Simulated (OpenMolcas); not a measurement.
**SnSe (SMILES [Se][Sn]) at MP2/ANO-RCC-MB (DKH2)**

What is the energy change on altering one bond length of SnSe at MP2/ANO-RCC-MB (DKH2)? 

Program for the calculation: OpenMolcas 26.06.

## Step 1: The system as given

SnSe has 2 atoms, charge 0, and is taken as a singlet. SMILES: `[Se][Sn]`. Geometry: relaxed at PBE0-D4/def2-TZVP.

Bond lengths: Se1–Sn2 2.325 Å.

## Step 2: A single-point energy at MP2/ANO-RCC-MB (DKH2)

Input file struct.xyz:

```xyz
2

Se     0.000000     0.000000     0.006530
Sn     0.000000     0.000000     2.331810
```

Input file job.inp:

```
>>> EXPORT MOLCAS_PRINT=2
&GATEWAY
Coord=struct.xyz
Basis=ANO-RCC-MB
Group=NoSym
&SEWARD
&SCF
PrOrbitals=1 1
&MBPT2
Frozen=27
```

Run with:

```
$ export MOLCAS_MEM=1860
$ pymolcas job.inp > job.log
```

The program printed:

```text
--- Start Module: gateway ---
[...]
--- Stop Module: gateway /rc=_RC_ALL_IS_WELL_ ---
[...]
      Basis functions           45
[...]
--- Start Module: scf ---
[...]
       Convergence after   9 Iterations
[...]
::    Total SCF energy                              -8600.4413321923
[...]
      Total spin, S                                     0.0000000000
[...]
      Total electronic charge=   84.000000
      Total            charge=   -0.000000
[...]
      Dipole Moment (debye):
      Origin of the operator (angstrom)=    0.0000    0.0000    1.4018
                   X=  3.7585E-12               Y=  6.1174E-12               Z=  3.5648E+00           Total=  3.5648E+00
      Quadrupole Moment (debye*angstrom):
[...]
--- Stop Module: scf /rc=_RC_ALL_IS_WELL_ ---
[...]
--- Start Module: mbpt2 ---
[...]
WARNING!
Default frozen orbitals as non valence orbitals is overwritten by user input.
Default values:  32
[...]
       Reference weight ( Cref**2 )         =        0.93184
::    Total MBPT2 energy                            -8600.5012739386
[...]
      Total MBPT2 calculations                           0.08      0.09
--- Stop Module: mbpt2 /rc=_RC_ALL_IS_WELL_ ---
[...]
```

Wall time 9.9 s (1 thread of Arm Neoverse N1, shared host); peak memory 0.42 GiB.

## Step 3: The distorted shape

Input file struct.xyz:

```xyz
2

Se     0.000000     0.000000    -0.574790
Sn     0.000000     0.000000     2.331810
```

Input file job.input:

```
* SeSn MP2
&GATEWAY
Coord=struct.xyz
Basis=ANO-RCC-MB
Group=NoSym
&SEWARD
&SCF
PrOrbitals=1 1
&MBPT2
Frozen=27
```

Run with:

```
$ export MOLCAS_MEM=1860
$ pymolcas job.input > job.log
```

The program printed:

```text
--- Start Module: gateway ---
[...]
--- Stop Module: gateway /rc=_RC_ALL_IS_WELL_ ---
[...]
      Basis functions           45
[...]
--- Start Module: scf ---
[...]
       Convergence after  12 Iterations
[...]
::    Total SCF energy                              -8600.4072366458
[...]
      Total spin, S                                     0.0000000000
[...]
      Total electronic charge=   84.000000
      Total            charge=   -0.000000
[...]
      Dipole Moment (debye):
      Origin of the operator (angstrom)=    0.0000    0.0000    1.1693
                   X=  1.9986E-12               Y= -4.9159E-12               Z=  5.3498E+00           Total=  5.3498E+00
      Quadrupole Moment (debye*angstrom):
[...]
--- Stop Module: scf /rc=_RC_ALL_IS_WELL_ ---
[...]
--- Start Module: mbpt2 ---
[...]
WARNING!
Default frozen orbitals as non valence orbitals is overwritten by user input.
Default values:  32
[...]
       Reference weight ( Cref**2 )         =        0.89010
::    Total MBPT2 energy                            -8600.4852095610
[...]
      Total MBPT2 calculations                           0.08      0.09
--- Stop Module: mbpt2 /rc=_RC_ALL_IS_WELL_ ---
[...]
```

Run time: 9.9 s. Hardware: 1 thread of Arm Neoverse N1, shared host; peak memory 0.42 GiB.

## Step 4: Outcome

Level: MP2/ANO-RCC-MB (DKH2), 27 core orbitals frozen.

| quantity | value |
| --- | --- |
| first shape: total energy | -8600.50127 Eh |
| first shape: dipole moment (mean-field density) | 3.56 D |
| first shape: HOMO energy (Hartree–Fock orbitals) | -9.45 eV |
| first shape: LUMO energy (Hartree–Fock orbitals) | -0.35 eV |
| first shape: HOMO–LUMO gap (Hartree–Fock orbitals) | 9.10 eV |
| first shape: correlation energy (27 core orbitals frozen) | -59.9 mEh |
| distorted shape: total energy | -8600.48521 Eh |
| distorted shape: dipole moment (mean-field density) | 5.35 D |
| distorted shape: HOMO energy (Hartree–Fock orbitals) | -7.91 eV |
| distorted shape: LUMO energy (Hartree–Fock orbitals) | -1.14 eV |
| distorted shape: HOMO–LUMO gap (Hartree–Fock orbitals) | 6.77 eV |
| distorted shape: correlation energy (27 core orbitals frozen) | -78.0 mEh |
| energy change with the Se1–Sn2 bond stretched from 2.325 to 2.907 Å | 0.437 eV |

What this shows: With the Se1–Sn2 bond stretched from 2.325 to 2.907 Å the energy rises by 0.44 eV (42.2 kJ/mol). The first shape isn't relaxed at this level, so the change isn't measured from a minimum. The minimal basis adds a large error of its own.
